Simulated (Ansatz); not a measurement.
**TaSi+ (septet): from Hartree-Fock to the top rungs, def2-TZVPP**

The task here is to estimate one member of a computed series from the others.

Method: def2-TZVPP, core rule «outside noble gas», up to 9 orbitals frozen; program: Ansatz 0.2.0, Gaussian basis.

To be run: UHF; ROHF; CCSD(T) on UHF.

### The system

The geometry is a PBE0/def2-TZVP stationary point (not a proven minimum) of the parent state, kept for this charge and spin. No spin-orbit coupling is included. Elements past krypton take def2 core potentials.

2 atoms, charge 1, spin multiplicity 7.

Atoms are counted from 1 here; the program's logs count them from 0.

Bond lengths: Ta1–Si2 2.443 Å.

Set-up of the first run:

in.yaml reads:

```yaml
crystal:
  periodic: [false, false, false]
  atoms:
    - {symbol: Ta, position_ang: [0.000000, 0.000000, 0.000000]}
    - {symbol: Si, position_ang: [0.000000, 0.000000, 2.442600]}
basis:
  gaussian: {orbitals: def2-TZVPP}
total_charge: 1
magnetization: {spin_polarized: true, initial_magnetization: 6}
hamiltonian: {xc: hf}
output: {orbitals: {seedname: orbitals}}
```

On the command line:

```
ansatz run in.yaml --threads 1 --pin off --events-out ev --progress --plain --max-ram 4096MiB --backend cpu
```

Among the steps run: UHF; ROHF; CCSD(T) on UHF.

One of the session's tables, all rows but one given; the rest of the session is left out.

| method | from UCCSD(T) (meV) |
| --- | --- |
| ROHF | ? |
| UHF | +4245.1 |
| UMP2 | +834.8 |
| UCCSD | +241.1 |
| UCCSD(T) | 0 |

**Question.** Estimate the row for ROHF.

The run gave: from UCCSD(T) (meV): +4398.9. In the column «from UCCSD(T) (meV)» it is the highest.
